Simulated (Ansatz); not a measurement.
# BiPd: response to strain

Aim: deform BiPd (zz strain of -2 %) and compute stress, forces and field gradients with LAPW, PAW and all-electron datasets made for the crystal.

Computed with Ansatz 0.2.0 (DFT PBEsol, scalar-relativistic, unless a step's input says otherwise).

## Step 1: The starting structure

The structure is hexagonal, space group P6_3/mmc (No. 194). Conventional cell: a = 4.230 Å, b = 4.230 Å, c = 5.690 Å, α = 90.00°, β = 90.00°, γ = 120.00°. Bi (site symmetry -6m2) has 6 Pd at 2.83 Å in its first shell of neighbours. Pd (site symmetry -3m) is surrounded by 6 Bi at 2.83 Å and 2 Pd at 2.85 Å.

Structure file:

```cif
data_structure
_symmetry_space_group_name_H-M 'P 1'
_symmetry_Int_Tables_number 1
_cell_length_a 4.2300
_cell_length_b 4.2300
_cell_length_c 5.6900
_cell_angle_alpha 90.000
_cell_angle_beta 90.000
_cell_angle_gamma 120.000
_cell_volume 88.17
loop_
_atom_site_label
_atom_site_type_symbol
_atom_site_fract_x
_atom_site_fract_y
_atom_site_fract_z
_atom_site_occupancy
Bi1 Bi 0.33333 0.66667 0.25000 1
Bi2 Bi 0.66667 0.33333 0.75000 1
Pd1 Pd 0.00000 0.00000 0.00000 1
Pd2 Pd 0.00000 0.00000 0.50000 1
```

Atoms are numbered in the order of the input: Bi1, Bi2, Pd3, Pd4.

## Step 2: After the deformation

Space group P6_3/mmc before, P6_3/mmc after.

## Step 3: All-electron LAPW

Contents of input.yaml:

```yaml
crystal:
  lattice:
    - [4.2300011007, 0.0, 0.0]
    - [-2.1150005504, 3.6632884113, 0.0]
    - [0.0, 0.0, 5.5762]
  atoms:
    - { symbol: Bi, position: [0.3333333333, 0.6666666667, 0.25] }
    - { symbol: Bi, position: [0.6666666667, 0.3333333333, 0.75] }
    - { symbol: Pd, position: [0.0, 0.0, 0.0] }
    - { symbol: Pd, position: [0.0, 0.0, 0.5] }
kpoints:
  mp_grid: { grid: [9, 9, 6] }
  band_path:
    path:
      - [0.0, 0.0, 0.0]
      - [0.5, 0.0, 0.0]
      - [0.3333333333, 0.3333333333, 0.0]
      - [0.0, 0.0, 0.0]
      - [0.0, 0.0, 0.5]
      - [0.5, 0.0, 0.5]
      - [0.3333333333, 0.3333333333, 0.5]
      - [0.0, 0.0, 0.5]
      - [0.5, 0.0, 0.5]
    npoints: 5
scf:
  occupations: { method: fermi_dirac, width: 0.03 }
hamiltonian:
  xc: pbesol
  pseudopotentials: { kind: all_electron, lapw: { basis_error: 0.0005 } }
output:
  forces: true
  stress: true
  eigenvalues: true
```

The run is started by

```sh
ansatz run input.yaml --threads 1 --pin off --max-ram 4096MiB --backend cpu --events-out ev --progress --plain --runs-dir out
```

## Step 4: PAW on the default files

Contents of input.yaml:

```yaml
crystal:
  lattice:
    - [4.2300011007, 0.0, 0.0]
    - [-2.1150005504, 3.6632884113, 0.0]
    - [0.0, 0.0, 5.5762]
  atoms:
    - { symbol: Bi, position: [0.3333333333, 0.6666666667, 0.25] }
    - { symbol: Bi, position: [0.6666666667, 0.3333333333, 0.75] }
    - { symbol: Pd, position: [0.0, 0.0, 0.0] }
    - { symbol: Pd, position: [0.0, 0.0, 0.5] }
kpoints:
  mp_grid: { grid: [9, 9, 6] }
scf:
  occupations: { method: fermi_dirac, width: 0.03 }
hamiltonian:
  xc: pbesol
  pseudopotentials: { kind: paw }
output:
  forces: true
  stress: true
  eigenvalues: true
  efg: { contact_densities: true }
```

## Step 5: Datasets made for this crystal

Edit input.yaml of step 4 so:

```diff
@@ -16,3 +16,3 @@
   xc: pbesol
-  pseudopotentials: { kind: paw }
+  pseudopotentials: { kind: all_electron, datasets: crystal }
 output:
```

(Steps that only read results are left out.)

**Question.** What will these runs give? Wanted: pressure; largest shear or deviatoric stress.

As calculated:

```
                                 quantity                                           value
                                 pressure  LAPW 2.42, PAW 2.41, crystal datasets 2.42 GPa
largest shear or deviatoric stress (LAPW)                                        0.07 GPa
```

**Reading.** The largest part of the stress beyond the pressure is 0.07 GPa in size, in the zz component; the atoms are carried along and not relaxed. No run of the undeformed cell stands beside it, so pressure and stress hold what the given cell had before the change, as far as its symmetry allows. PAW: stress within 0.01 GPa of LAPW. Crystal datasets: stress within 0.01 GPa of LAPW. Spin-orbit coupling is left out, though the cell holds Bi; in elements this heavy it can shift bands and gaps by tenths of an eV.
